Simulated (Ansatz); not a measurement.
# Cu3Pd: the cost of one run

Program: Ansatz 0.2.0. Level of theory: DFT LDA, scalar-relativistic, plane waves, PAW. These are calculated values, not measurements.

3 further runs of the same task are left out: 3 set aside as unsound or not needed. Runs told in other sessions of the task aren't counted.

### 1 Starting point

Symmetry: Pm-3m, No. 221, cubic system. Conventional cell: a = 3.613 Å, b = 3.613 Å, c = 3.613 Å, α = 90.00°, β = 90.00°, γ = 90.00°. Cu (site symmetry 4/mmm) is surrounded by 8 Cu at 2.55 Å and 4 Pd at 2.55 Å. Pd (site symmetry m-3m) has 12 Cu at 2.55 Å in its first shell of neighbours.

As a file:

```cif
data_structure
_symmetry_space_group_name_H-M 'Pm-3m'
_symmetry_Int_Tables_number 221
_cell_length_a 3.6127
_cell_length_b 3.6127
_cell_length_c 3.6127
_cell_angle_alpha 90.000
_cell_angle_beta 90.000
_cell_angle_gamma 90.000
_cell_volume 47.15
loop_
_atom_site_label
_atom_site_type_symbol
_atom_site_symmetry_multiplicity
_atom_site_Wyckoff_symbol
_atom_site_fract_x
_atom_site_fract_y
_atom_site_fract_z
_atom_site_occupancy
Cu1 Cu 3 c 0.00000 0.50000 0.50000 1
Pd1 Pd 1 a 0.00000 0.00000 0.00000 1
```

It is the result of an earlier relaxation at this level (volume 11.79 Å³/atom; gap on the mesh: none (metal)).

### 2 The cell under 8 GPa

What is minimised here is the enthalpy; the energy can go up as the cell is squeezed.

File input.yaml:

```yaml
crystal:
  lattice:
    - [3.6127376682, 0.0, 0.0]
    - [0.0, 3.6127376682, 0.0]
    - [0.0, 0.0, 3.6127376682]
  atoms:
    - { symbol: Cu, position: [0.0, 0.5, 0.5] }
    - { symbol: Cu, position: [0.5, 0.0, 0.5] }
    - { symbol: Cu, position: [0.5, 0.5, 0.0] }
    - { symbol: Pd, position: [0.0, 0.0, 0.0] }
basis:
  ecutwfc: 420
kpoints:
  mp_grid: { grid: [12, 12, 12] }
hamiltonian:
  xc: lda
scf:
  occupations: { method: fermi_dirac, width: 0.15 }
output:
  forces: true
  stress: true
  eigenvalues: true
relax:
  adjacent_minimum: "off"
  f_tol: 0.001
  max_steps: 60
  cell: { stress_tol: 0.02, p_target: 8.0 }
```

On the command line:

```bash
ansatz run input.yaml --threads 1 --pin off --max-ram 3072MiB --backend cpu --events-out ev --progress --plain --runs-dir out
```

Q: Estimate wall time and peak memory on 1 thread of Arm Neoverse V1, shared host.

About 56 s, with a peak of 0.4 GiB.
